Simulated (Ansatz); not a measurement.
**Cobalt, beta-Sn type under LDA: from relaxation to bulk modulus**

What does LDA give for cobalt in the beta-Sn type structure? We relax it, solve it on a dense k-mesh, switch on spin-orbit coupling, then scale the cell to 7 volumes from 88 to 112 % of the relaxed one and try a fit of the equation of state. The start is antiferromagnetic (alternate layers). The k-meshes are 15×15×10 for the relaxation; 24×24×13 for the dense run; 15×15×8 for spin-orbit coupling; 17×17×9 for the volumes.

Method: DFT LDA (PW92), plane waves (420 eV) with PAW, scalar-relativistic; the PAW data stem from PBE, with regenerated cores, in Ansatz 0.2.0.

## (1) Starting point

Symmetry: I4_1/amd, No. 141, tetragonal system. Conventional cell: a = 4.400 Å, b = 4.400 Å, c = 2.402 Å, α = 90.00°, β = 90.00°, γ = 90.00°. Around Co (site symmetry -4m2) lie 6 Co at 2.28 to 2.40 Å.

Coordinates:

```cif
data_structure
_symmetry_space_group_name_H-M 'P 1'
_symmetry_Int_Tables_number 1
_cell_length_a 3.3351
_cell_length_b 3.3351
_cell_length_c 3.3351
_cell_angle_alpha 97.454
_cell_angle_beta 97.454
_cell_angle_gamma 137.779
_cell_volume 23.25
loop_
_atom_site_label
_atom_site_type_symbol
_atom_site_fract_x
_atom_site_fract_y
_atom_site_fract_z
_atom_site_occupancy
Co1 Co 0.00000 0.00000 0.00000 1
Co2 Co 0.75000 0.25000 0.50000 1
```

The atoms start with moments of +1.7, -1.7 μB.

## (2) Geometry optimisation

input.yaml reads:

```yaml
crystal:
  lattice:
    - [-2.1999784191, 2.1999784191, 1.2011882168]
    - [2.1999784191, -2.1999784191, 1.2011882168]
    - [2.1999784191, 2.1999784191, -1.2011882168]
  atoms:
    - { symbol: Co, position: [0.0, 0.0, 0.0], spin: 1.7 }
    - { symbol: Co, position: [0.75, 0.25, 0.5], spin: -1.7 }
hamiltonian:
  xc: lda
  pseudopotentials:
    kind: paw
    azcp:
      Co: "pseudopotentials/Co.paw.azcp"
basis:
  ecutwfc: 420
  fft_grid_basis: typed
kpoints:
  mp_grid: { grid: [15, 15, 10], shift: [0, 0, 0] }
magnetization:
  spin_polarized: true
scf:
  occupations: { method: fermi_dirac, width: 0.05 }
relax:
  max_steps: 60
  f_tol: 0.01
  cell: {}
```

Started as:

```bash
$ ansatz run input.yaml --threads 2 --pin off --max-ram 5120MiB --backend cpu --events-out ev --progress --plain --runs-dir out
```

Further steps of the session: Single point on a dense mesh; With spin-orbit coupling; At 88 % of the relaxed volume; At 92 % of the relaxed volume; At 96 % of the relaxed volume; At 100 % of the relaxed volume; At 104 % of the relaxed volume; At 108 % of the relaxed volume; At 112 % of the relaxed volume.

Before running it: what results should come out? Wanted: space group; conventional cell; volume; shortest distance; gap on the mesh; magnetic state; magnetic state with spin-orbit coupling; V₀, B₀, B₀′.

The runs gave:

| quantity | value |
| --- | --- |
| space group (spins left aside) | P6_3/mmc (No. 194) |
| conventional cell | a = 2.430 Å, c = 3.916 Å (c/a = 1.612) |
| volume | 10.010 Å³/atom |
| shortest distance | 2.409 Å |
| gap on the mesh | none (levels filled in part) |
| magnetic state | ferromagnetic, up to 1.56 μB per atom |
| magnetic state with spin-orbit coupling | ferromagnetic, up to 1.54 μB per atom |
| V₀, B₀, B₀′ | 10.014 Å³/atom, 268 GPa, 4.4 |

In words: The relaxation shrank the cell by 13.9 % in volume. What began as beta-Sn type has relaxed into hcp. What follows belongs to that structure, not to the type named at the start. The mesh has less symmetry than the lattice, which may have let the distortion in. The final state is ferromagnetic (largest moment 1.56 μB). That is not the order it started in. Levels at the Fermi energy are filled in part, as in a metal. The largest spin moment is 1.54 μB in the spin-orbit run and 1.56 μB without; mesh and site projection of the two kinds of run can differ, so the change can't be laid on spin-orbit coupling. Totals with and without spin-orbit coupling (-0.24 eV/atom apart) can't be read as binding, since the two-component data shift the zero of energy. The fitted modulus is 268 GPa; letting shape and positions relax at each volume could only lower it.
